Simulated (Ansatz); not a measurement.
# GaSb: the cost of one run

Computed with Ansatz 0.2.0 (DFT PBEsol with spin–orbit coupling, plane waves, PAW, unless a step's input says otherwise).

The COD entry's cell or inner coordinates are ideal or old and differ from later refinements, so a difference from it is no clean test against experiment.

2 further runs of the same task are left out: 2 set aside as unsound or not needed.

### 1 The structure to begin with

The structure is cubic, space group F-43m (No. 216). The conventional cell has a = 6.118 Å, b = 6.118 Å, c = 6.118 Å, α = 90.00°, β = 90.00°, γ = 90.00°. Ga (site symmetry -43m) is surrounded by 4 Sb at 2.65 Å. Sb (site symmetry -43m) has 4 Ga at 2.65 Å as nearest neighbours.

Coordinates:

```xyz
2
Lattice="0.0000 3.0590 3.0590 3.0590 0.0000 3.0590 3.0590 3.0590 0.0000" Properties=species:S:1:pos:R:3 pbc="T T T"
Ga    0.0000    0.0000    0.0000
Sb    4.5885    4.5885    4.5885
```

The cell is the deposited one, not relaxed. At PBEsol, without spin–orbit coupling, an earlier run found -0.17 GPa for this cell of 28.625 Å³/atom (10×10×10 mesh), no gap.

### 2 Spin-orbit coupling: topological invariants

The input, input.yaml:

```yaml
crystal:
  lattice:
    - [0.0, 3.0590005565, 3.0590005565]
    - [3.0590005565, 0.0, 3.0590005565]
    - [3.0590005565, 3.0590005565, 0.0]
  atoms:
    - { symbol: Ga, position: [0.0, 0.0, 0.0] }
    - { symbol: Sb, position: [0.75, 0.75, 0.75] }
basis:
  ecutwfc: 420
  ecutrho_ratio: 4
kpoints:
  mp_grid: { grid: [6, 6, 6] }
hamiltonian:
  xc: pbesol
scf:
  occupations: { method: gaussian, width: 0.05 }
output:
  forces: true
  stress: true
  eigenvalues: true
  populations: true
  topological_invariants: true
magnetization:
  noncollinear: true
  spin_orbit: true
```

Command:

```console
> ansatz run input.yaml --threads 4 --pin off --max-ram 9216MiB --backend cpu --events-out ev --progress --plain --runs-dir out
```

Q: Estimate wall time and peak memory on 4 threads of AMD EPYC (Zen 3), shared host.

About 57 s, with a peak of 0.85 GiB.
